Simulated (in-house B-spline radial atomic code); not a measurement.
# Al⁸⁺: ionisation energy by several methods

Wanted: one ionisation energy, Al⁸⁺ to configuration [He] 2s2, up the ladder of functionals.

The numbers are computed with in-house B-spline radial atomic code version 1 (Dirac-Coulomb, several functionals; spherical all-electron atom at the radial basis limit), except any that are marked as measured or tabulated.

### Step 1. What is computed

| Quantity | Value |
| --- | --- |
| element | aluminium (Z = 13) |
| charge | +8 |
| electrons | 5 |
| configuration | [He] 2s2 2p1 |
| nucleus | Fermi, rms radius 3.061 fm |

The outer shells:

[He] 2s2 2p1
```
[He] core
2s [↑↓]
2p [↑ ][  ][  ]
```

The boxes only draw the filling; these runs are spin-restricted and spherical.

### Step 2. OLYP, a GGA

The run's settings:

```ini
Z = 13
electrons = 5.0
configuration = [He] 2s2 2p1
hamiltonian = dirac
method = optx,lyp
spin_polarised = False
nucleus = fermi
rms_radius = 3.061
mass_number = 27
atomic_mass = 26.981538408
speed_of_light = 137.035999084
```

Results of the run (chosen fields of its result record, rounded):

```text
status: converged
scf [iteration, energy, orbital gradient]:
  - [1, -202.988252918, 0.715]
  - [2, -204.256861109, 0.0378]
  - [3, -204.265246687, 0.0173]
  - [4, -204.266959499, 0.00784]
  - [5, -204.267390641, 0.000805]
  - [6, -204.267395271, 1.72e-05]
  - [7, -204.267395272, 4.52e-07]
  - [8, -204.267395272, 2.19e-08]
energy [hartree]: {"total": -204.267395272, "kinetic": 204.998379573, "nuclear": -436.080944992, "coulomb": 38.3253133089, "xc": -11.510143161}
breit [hartree]: {"gaunt": 0.0350609, "retardation": -0.001133522, "frequency_dependence": -3.528673e-06}
qed [hartree]: {"self_energy": 0.02997926, "uehling": -0.001793161, "wichmann_kroll": 2.844552e-06}
recoil [hartree]: 0.003978332
total_with_corrections [hartree]: -204.201304146
orbitals [hartree, bohr; first row names the columns]:
  - ["name", "occ", "eps", "<r>", "<r^2>", "<1/r>", "r_max", "density_at_nucleus", "small_component", "breit_shift", "self_energy", "hyperfine_A/g_I (MHz)"]
  - ["1s1/2", 2.0, -66.648946, 0.1194, 0.019163, 12.685, 0.078261, 702.23, 0.0021286, 0.03001, 0.013641, 533660.0]
  - ["2s1/2", 2.0, -12.307538, 0.53538, 0.33625, 2.7521, 0.45386, 65.642, 0.00039911, 0.0025131, 0.0013414, 49786.0]
  - ["2p1/2", 0.33333, -11.21826, 0.47473, 0.27398, 2.6777, 0.37312, 0.07974, 0.00037993, 0.0039042, -2.7133e-05, 14014.0]
  - ["2p3/2", 0.66667, -11.19243, 0.47605, 0.27537, 2.667, 0.37425, "-", 0.00037884, 0.0022615, 3.6603e-05, 2762.2]
sum_r [bohr^k]: {"-1": 33.5447, "1": 1.785163, "2": 0.9857282}
density_at_nucleus [bohr^-3]: 1535.769
radius_at_0.001 [bohr]: 1.457
radius_enclosing [bohr]: {"0.5": 0.3172, "0.9": 0.7112, "0.99": 1.082}
slater [hartree]:
  F0(2s1/2,2s1/2): 1.6878
  F0(2s1/2,2p1/2): 1.7787
  G1(2s1/2,2p1/2): 1.0355
  F0(2s1/2,2p3/2): 1.7766
  G1(2s1/2,2p3/2): 1.0361
  F0(2p1/2,2p1/2): 1.9185
  F0(2p1/2,2p3/2): 1.9158
  G2(2p1/2,2p3/2): 0.91076
  F0(2p3/2,2p3/2): 1.9131
  F2(2p3/2,2p3/2): 0.91097
ionisation_energy [hartree]: 12.0577056
ionisation_energy_with_corrections [hartree]: 12.0555394
```

It took 0.27 s on 1 thread, shared host.

The run also solves the next ion with the same method; the record keeps the difference, ionisation_energy. radius_at_0.001 is where the density falls to 0.001 electrons per bohr³.

Radial density 4πr²n(r) and radial functions P(r) = rR(r):

| r (bohr) | 4πr²n | 2s1/2 | 2p3/2 |
| --- | --- | --- | --- |
| 0.00600 | 0.5723 | 0.1561 | 0.0031 |
| 0.00811 | 0.9871 | 0.2049 | 0.0055 |
| 0.0110 | 1.680 | 0.2670 | 0.0100 |
| 0.0149 | 2.777 | 0.3426 | 0.0179 |
| 0.0201 | 4.402 | 0.4298 | 0.0314 |
| 0.0272 | 6.685 | 0.5260 | 0.0549 |
| 0.0368 | 9.509 | 0.6189 | 0.0945 |
| 0.0498 | 12.39 | 0.6875 | 0.1595 |
| 0.0674 | 14.34 | 0.6980 | 0.2618 |
| 0.0911 | 14.17 | 0.6058 | 0.4136 |
| 0.123 | 11.43 | 0.3669 | 0.6223 |
| 0.167 | 7.355 | -0.0487 | 0.8860 |
| 0.226 | 4.802 | -0.5881 | 1.1589 |
| 0.305 | 5.080 | -1.1153 | 1.3667 |
| 0.413 | 6.152 | -1.4287 | 1.4046 |
| 0.559 | 5.062 | -1.3484 | 1.1922 |
| 0.757 | 2.297 | -0.9185 | 0.7813 |
| 1.02 | 0.5196 | -0.4356 | 0.3747 |
| 1.38 | 0.04656 | -0.1285 | 0.1167 |
| 1.87 | 0.001136 | -0.0195 | 0.0195 |

Clear maxima of the radial density (full grid of the record): 0.078, 0.41 bohr.

### Step 3. PBE, a GGA

Settings: those of step 2 with these lines changed.

```diff
@@ -4,3 +4,3 @@
 hamiltonian = dirac
-method = optx,lyp
+method = pbe,pbe
 spin_polarised = False
```

Main fields:

```text
status: converged
iterations: 7
energy [hartree]: {"total": -204.172854123, "kinetic": 204.92755413, "nuclear": -436.016547279, "coulomb": 38.3262773305, "xc": -11.4101383044}
breit [hartree]: {"gaunt": 0.03504788, "retardation": -0.001142359, "frequency_dependence": -3.562652e-06}
qed [hartree]: {"self_energy": 0.03000726, "uehling": -0.001794726, "wichmann_kroll": 2.846849e-06}
recoil [hartree]: 0.003974836
total_with_corrections [hartree]: -204.106761953
orbitals [hartree, bohr; first row names the columns]:
  - ["name", "occ", "eps", "<r>"]
  - ["1s1/2", 2.0, -66.623992, 0.11956]
  - ["2s1/2", 2.0, -12.284163, 0.53565]
  - ["2p1/2", 0.33333, -11.22938, 0.47334]
  - ["2p3/2", 0.66667, -11.203291, 0.47466]
sum_r [bohr^k]: {"-1": 33.53975, "1": 1.784638, "2": 0.9848321}
ionisation_energy [hartree]: 12.0811004
ionisation_energy_with_corrections [hartree]: 12.0789224
```

It took 0.25 s on 1 thread, shared host.

### Step 4. LDA (VWN5)

Settings: those of step 3 with these lines changed.

```diff
@@ -4,3 +4,3 @@
 hamiltonian = dirac
-method = pbe,pbe
+method = lda,vwn
 spin_polarised = False
```

Main fields:

```text
status: converged
iterations: 7
energy [hartree]: {"total": -203.253882566, "kinetic": 203.818600077, "nuclear": -434.857262449, "coulomb": 38.248928544, "xc": -10.4641487381}
breit [hartree]: {"gaunt": 0.03476575, "retardation": -0.001142753, "frequency_dependence": -3.55412e-06}
qed [hartree]: {"self_energy": 0.02974633, "uehling": -0.001779086, "wichmann_kroll": 2.822342e-06}
recoil [hartree]: 0.003955535
total_with_corrections [hartree]: -203.188337515
orbitals [hartree, bohr; first row names the columns]:
  - ["name", "occ", "eps", "<r>"]
  - ["1s1/2", 2.0, -66.343952, 0.11997]
  - ["2s1/2", 2.0, -12.246186, 0.53677]
  - ["2p1/2", 0.33333, -11.224739, 0.47303]
  - ["2p3/2", 0.66667, -11.198645, 0.47435]
sum_r [bohr^k]: {"-1": 33.45057, "1": 1.787378, "2": 0.9875674}
ionisation_energy [hartree]: 12.0738017
ionisation_energy_with_corrections [hartree]: 12.0716359
```

Run time: 0.5 s. Hardware: 1 thread, shared host.

### Step 5. AM05, a GGA

Settings: those of step 4 with these lines changed.

```diff
@@ -4,3 +4,3 @@
 hamiltonian = dirac
-method = lda,vwn
+method = am05
 spin_polarised = False
```

Main fields:

```text
status: converged
iterations: 7
energy [hartree]: {"total": -203.447075844, "kinetic": 204.05166121, "nuclear": -435.094672055, "coulomb": 38.259310228, "xc": -10.6633752266}
breit [hartree]: {"gaunt": 0.03482048, "retardation": -0.001137081, "frequency_dependence": -3.533065e-06}
qed [hartree]: {"self_energy": 0.02979649, "uehling": -0.00178214, "wichmann_kroll": 2.827163e-06}
recoil [hartree]: 0.003960527
total_with_corrections [hartree]: -203.381418283
orbitals [hartree, bohr; first row names the columns]:
  - ["name", "occ", "eps", "<r>"]
  - ["1s1/2", 2.0, -66.372622, 0.11982]
  - ["2s1/2", 2.0, -12.251789, 0.53632]
  - ["2p1/2", 0.33333, -11.204594, 0.47378]
  - ["2p3/2", 0.66667, -11.178669, 0.4751]
sum_r [bohr^k]: {"-1": 33.46883, "1": 1.786939, "2": 0.9867832}
ionisation_energy [hartree]: 12.0498068
ionisation_energy_with_corrections [hartree]: 12.0476467
```

Wall time 0.24 s (1 thread, shared host).

### Step 6. RPBE, a GGA

Settings: those of step 5 with these lines changed.

```diff
@@ -4,3 +4,3 @@
 hamiltonian = dirac
-method = am05
+method = rpbe,pbe
 spin_polarised = False
```

Main fields:

```text
status: converged
iterations: 8
energy [hartree]: {"total": -204.311375442, "kinetic": 205.066929806, "nuclear": -436.155348893, "coulomb": 38.3296482958, "xc": -11.5526046501}
breit [hartree]: {"gaunt": 0.03508199, "retardation": -0.001138763, "frequency_dependence": -3.549569e-06}
qed [hartree]: {"self_energy": 0.03003881, "uehling": -0.001796648, "wichmann_kroll": 2.84988e-06}
recoil [hartree]: 0.003978324
total_with_corrections [hartree]: -204.245212437
orbitals [hartree, bohr; first row names the columns]:
  - ["name", "occ", "eps", "<r>"]
  - ["1s1/2", 2.0, -66.648668, 0.11946]
  - ["2s1/2", 2.0, -12.290836, 0.53554]
  - ["2p1/2", 0.33333, -11.220403, 0.47393]
  - ["2p3/2", 0.66667, -11.194418, 0.47525]
sum_r [bohr^k]: {"-1": 33.55042, "1": 1.78481, "2": 0.9851176}
ionisation_energy [hartree]: 12.0692597
ionisation_energy_with_corrections [hartree]: 12.0670854
```

Wall time 0.26 s (1 thread, shared host).

### Step 7. PW91, a GGA

Settings: those of step 6 with these lines changed.

```diff
@@ -4,3 +4,3 @@
 hamiltonian = dirac
-method = rpbe,pbe
+method = pw91,pw91
 spin_polarised = False
```

Main fields:

```text
status: converged
iterations: 7
energy [hartree]: {"total": -204.238598807, "kinetic": 204.983348972, "nuclear": -436.079264126, "coulomb": 38.3348441442, "xc": -11.4775277967}
breit [hartree]: {"gaunt": 0.03506252, "retardation": -0.001144484, "frequency_dependence": -3.571787e-06}
qed [hartree]: {"self_energy": 0.03001804, "uehling": -0.001795356, "wichmann_kroll": 2.847824e-06}
recoil [hartree]: 0.003975857
total_with_corrections [hartree]: -204.172482959
orbitals [hartree, bohr; first row names the columns]:
  - ["name", "occ", "eps", "<r>"]
  - ["1s1/2", 2.0, -66.654977, 0.11955]
  - ["2s1/2", 2.0, -12.291, 0.5356]
  - ["2p1/2", 0.33333, -11.240904, 0.47307]
  - ["2p3/2", 0.66667, -11.214751, 0.47439]
sum_r [bohr^k]: {"-1": 33.54457, "1": 1.784258, "2": 0.9845649}
ionisation_energy [hartree]: 12.0918112
ionisation_energy_with_corrections [hartree]: 12.0896323
```

Wall time 0.24 s (1 thread, shared host).

### Step 8. All methods side by side

| method | rung | total energy (hartree) | ΔSCF (eV) | with Breit, QED, recoil (eV) | −ε highest (eV) | corrected ΔSCF less tabulated (eV) |
| --- | --- | --- | --- | --- | --- | --- |
| LDA (VWN5) | LDA | -203.2539 | 328.54 | 328.49 | 304.73 (2p3/2) | -1.72 |
| OLYP | GGA | -204.2674 | 328.11 | 328.05 | 304.56 (2p3/2) | -2.16 |
| PBE | GGA | -204.1729 | 328.74 | 328.68 | 304.86 (2p3/2) | -1.53 |
| AM05 | GGA | -203.4471 | 327.89 | 327.83 | 304.19 (2p3/2) | -2.38 |
| RPBE | GGA | -204.3114 | 328.42 | 328.36 | 304.62 (2p3/2) | -1.85 |
| PW91 | GGA | -204.2386 | 329.03 | 328.98 | 305.17 (2p3/2) | -1.23 |

Against the tabulated ionisation energy, 330.21 ± 0.04 eV (semi-empirical; NIST Atomic Spectra Database), the best here is PW91 (-1.23 eV) and the worst AM05 (-2.38 eV, or 0.72 %). PBE is off by -1.53 eV. Open shells are averaged (over orientations, and over spins where the run is restricted), while tables refer to the lowest levels. For the semilocal functionals minus the highest level recovers only 93 % of their own ΔSCF value, a mark of self-interaction.

Members of this set that are not shown: 8 used exact exchange with fractional occupations of an open shell, which is unsound here.

What each method cost (CPU seconds, one thread, shared host; runs marked * also made radial tables):

| method | CPU time | miss (eV) |
| --- | --- | --- |
| AM05 | 0.24 s | -2.38 |
| PW91 | 0.24 s | -1.23 |
| PBE* | 0.25 s | -1.53 |
| RPBE | 0.25 s | -1.85 |
| OLYP* | 0.27 s | -2.16 |
| LDA (VWN5)* | 0.5 s | -1.72 |
